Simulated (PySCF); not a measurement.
# F³⁺: dipole response in aug-cc-pV5Z

How polarisable is F³⁺ at the levels listed below?

Method: unrestricted determinants in a Gaussian basis, no spin-orbit coupling in the energies. Code: PySCF 2.14.0.

**1. What is computed**

- Element: fluorine (Z = 9)
- Basis: aug-cc-pV5Z
- Hamiltonian: the non-relativistic Hamiltonian (point nucleus)
- State 1: F³⁺: [He] 2s2 2p2, high-spin 3P determinant
- Methods: HSE06

Outer shells as boxes (Hund's rule):

F3+ [He] 2s2 2p2
```
[He] core
2s [↑↓]
2p [↑ ][↑ ][  ]
```

One driver process ran all states and methods and kept the integrals in memory. Each run is shown as a PySCF script that sums up its settings (the driver passes frozen orbitals as a list and adds second-order terms of double hybrids); the logs are those of the runs themselves. The driver starts from symmetry-adapted Hartree-Fock orbitals, holds the occupation by maximum overlap and uses a logarithmic radial grid for functionals, so a plain start would take other cycles.

The integrals over 127 functions and the set-up took 2.4 s of CPU time.

**2. F³⁺, at HSE06**

Level: HSE06.

input.py reads:

```python
from pyscf import gto, scf, dft, mp, cc
import basis_set_exchange as bse
mol = gto.M(atom="F 0 0 0", charge=3, spin=2, symmetry="D2h",
            basis=gto.basis.parse(bse.get_basis("aug-cc-pV5Z", elements=["F"], fmt="nwchem")))
mf = dft.UKS(mol, xc="HSE06")
mf.irrep_nelec = {'Ag': (2, 2), 'B1u': (1, 0), 'B2u': (1, 0)}
mf.kernel()
```

The log of the run:

```text
damping factor = 0
level_shift factor = 0
DIIS = <class 'pyscf.scf.diis.CDIIS'>
diis_start_cycle = 1
diis_space = 10
diis_damp = 0
SCF conv_tol = 1e-09
SCF conv_tol_grad = None
number electrons alpha = 4  beta = 2
XC functionals = HSE06
    J. Heyd, G. E. Scuseria, and M. Ernzerhof.,  J. Chem. Phys. 118, 8207 (2003)
    J. Heyd, G. E. Scuseria, and M. Ernzerhof.,  J. Chem. Phys. 124, 219906 (2006)
    A. V. Krukau, O. A. Vydrov, A. F. Izmaylov, and G. E. Scuseria.,  J. Chem. Phys. 125, 224106 (2006)
cycle= 1 E= -95.4403000516361  delta_E= -0.00381  |g|= 0.0127  |ddm|= 0.242
cycle= 2 E= -95.4403292102415  delta_E= -2.92e-05  |g|= 0.00143  |ddm|= 0.00725
cycle= 3 E= -95.4403296308605  delta_E= -4.21e-07  |g|= 8.18e-05  |ddm|= 0.000907
cycle= 4 E= -95.4403296319016  delta_E= -1.04e-09  |g|= 1.19e-05  |ddm|= 0.000133
cycle= 5 E= -95.4403296319214  delta_E= -1.97e-11  |g|= 2.15e-07  |ddm|= 1.46e-05
converged SCF energy = -95.4403296319214  <S^2> = 2.001444  2S+1 = 3.0009625
```

CPU time 49 s on a shared host, the integrals not counted.

Orbital energies by shell (radii are means over both spins):

| shell | electrons | mean orbital energy (eV) | spread (eV) | rms radius (bohr) |
| --- | --- | --- | --- | --- |
| 1s α | 1 | -754.94 | 0 | 0.204 |
| 1s β | 1 | -752.39 | 0 | 0.204 |
| 2s α | 1 | -96.474 | 0 | 0.958 |
| 2s β | 1 | -89.764 | 0 | 0.958 |
| 2p α | 2 | -78.067 | 0 | 0.908 |

⟨S²⟩ = 2.001, ⟨L²⟩ = 2.00.

The driver then solved the coupled dipole response at imaginary frequencies: mean α = 0.9488 bohr³ (xx, yy, zz: 1.046, 0.9001, 0.9001), C₆ = 0.8538 au for a like pair.

Radial density 4πr²ρ of F³⁺ at HSE06:

| r (bohr) | density | spin density |
| --- | --- | --- |
| 0.00279 | 0.0424 | 0.000 |
| 0.00469 | 0.116 | 0.000 |
| 0.00789 | 0.309 | 0.000 |
| 0.0133 | 0.795 | 0.000 |
| 0.0223 | 1.91 | 0.000 |
| 0.0375 | 4.12 | 0.001 |
| 0.0631 | 7.37 | 0.013 |
| 0.106 | 9.74 | 0.076 |
| 0.179 | 7.89 | 0.342 |
| 0.300 | 3.88 | 1.108 |
| 0.505 | 4.12 | 2.181 |
| 0.850 | 4.19 | 1.915 |
| 1.43 | 1.07 | 0.473 |
| 2.40 | 0.0339 | 0.017 |
| 4.04 | 2.90e-05 | 0.000 |

**3. The response side by side**

F³⁺, in atomic units:

| method | mean α | C₆ (like pair) | S(−4) |
| --- | --- | --- | --- |
| HSE06 | 0.9488 | 0.8538 | 1.117 |

α(iu) at HSE06:

| u (hartree) | α(iu) (bohr³) |
| --- | --- |
| 0 | 0.9488 |
| 0.0500 | 0.9460 |
| 0.100 | 0.9378 |
| 0.200 | 0.9074 |
| 0.300 | 0.8633 |
| 0.500 | 0.7585 |
| 0.750 | 0.6348 |
| 1.00 | 0.5358 |
| 1.50 | 0.3991 |
| 2.00 | 0.3106 |
| 3.00 | 0.2028 |
| 5.00 | 0.1039 |

**4. Outcome**

| quantity | value |
| --- | --- |
| α of F³⁺ | 0.9488 (HSE06) bohr³ |

**Reading.** A single London oscillator with the computed α and C₆ of F³⁺ at HSE06 would have ω = 4 C₆ / (3 α²) = 1.26 hartree. All values hold for this basis alone; no basis-set limit was taken.
